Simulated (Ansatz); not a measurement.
# GeBr₂F₂: a ladder of functionals and wavefunction methods

One table from this session's results is given with a row withheld; the runs are named, their logs left out.

The runs use Ansatz 0.2.0, Gaussian basis; functionals in def2-TZVPP, the program's frozen cores in correlated methods.

The runs, in order: LDA (SPW92), PBE-D4, revPBE-D4, BLYP-D4, r2SCAN-D4, B97M-V, PBE0-D4, B3LYP-D4, r2SCANh-D4, r2SCAN0-D4, HSE06-D4, BHLYP-D4, CAM-B3LYP-D4, LC-ωPBE, ωB97X-V, ωB97M-V, B2PLYP, PBE-QIDH; CCSD(T)/def2-SVP; CCSD(T)/def2-TZVPP; MP2/def2-QZVPP; extrapolation to the limit; RPA on PBE.

### The geometry

An earlier PBE0-D4 in a triple-zeta def2 set relaxation fixed the geometry.

SMILES `[F][Ge]([F])([Br])[Br]`, 5 atoms, charge 0, spin multiplicity 1.

Atoms are counted from 1 here; the program's logs count them from 0.

Bond lengths: F1–Ge2 1.709 Å, Ge2–F3 1.709 Å, Ge2–Br4 2.253 Å, Ge2–Br5 2.253 Å. Angles: F1–Ge2–F3 105.4°, F1–Ge2–Br4 109.2°, F1–Ge2–Br5 109.2°, F3–Ge2–Br4 109.2°, F3–Ge2–Br5 109.2°, Br4–Ge2–Br5 114.4°.

Set-up of the first run:

File in.yaml:

```yaml
crystal:
  periodic: [false, false, false]
  atoms:
    - {symbol: F, position_ang: [1.196135, -1.222049, 0.456127]}
    - {symbol: Ge, position_ang: [0.022958, -0.044434, 0.058293]}
    - {symbol: F, position_ang: [-0.787662, 0.300672, 1.522939]}
    - {symbol: Br, position_ang: [-1.442167, -0.925447, -1.408608]}
    - {symbol: Br, position_ang: [1.060637, 1.817657, -0.670051]}
basis:
  gaussian: {orbitals: def2-TZVPP}
hamiltonian: {xc: lda}
output: {orbitals: {seedname: orbitals}}
```

The run is started by

```console
> ansatz run in.yaml --threads 4 --pin off --events-out ev --progress --plain --max-ram 10444MiB
```

Among the steps run: LDA; PBE-D4 (GGA); revPBE-D4 (GGA); BLYP-D4 (GGA); r2SCAN-D4 (meta-GGA); B97M-V (meta-GGA); PBE0-D4 (hybrid); B3LYP-D4 (hybrid); r2SCANh-D4 (hybrid); r2SCAN0-D4 (hybrid); HSE06-D4 (hybrid); BHLYP-D4 (hybrid); CAM-B3LYP-D4 (range-separated); LC-ωPBE (range-separated); ωB97X-V (range-separated); ωB97M-V (range-separated); B2PLYP (double hybrid); PBE-QIDH (double hybrid).

One of the session's tables, all rows but one given; the rest of the session is left out.

It belongs to the step «Frontier levels by functional». 

```
  functional  HOMO (eV)  LUMO (eV)  gap (eV)
 LDA (SPW92)      -8.15      -3.62      4.53
      PBE-D4      -7.96      -3.26      4.70
   revPBE-D4      -7.90      -3.13      4.77
     BLYP-D4      -7.78      -3.22      4.56
   r2SCAN-D4      -8.34      -3.04      5.29
      B97M-V      -8.40      -2.89      5.51
     PBE0-D4      -9.31      -2.32      6.99
    B3LYP-D4      -9.03      -2.65      6.38
  r2SCANh-D4      -8.83      -2.71      6.12
  r2SCAN0-D4      -9.55      -2.20      7.36
    HSE06-D4          ?          ?         ?
    BHLYP-D4     -10.47      -1.33      9.14
CAM-B3LYP-D4     -10.63      -1.33      9.31
     LC-ωPBE     -12.04      -0.05     11.99
     ωB97X-V     -11.66      -0.13     11.53
     ωB97M-V     -11.51      -0.28     11.23
```

Estimate the missing values for HSE06-D4.

The run gave: HOMO (eV): -8.91; LUMO (eV): -2.69; gap (eV): 6.22. In the column «HOMO (eV)» it lies between B3LYP-D4 (-9.03) and r2SCANh-D4 (-8.83).
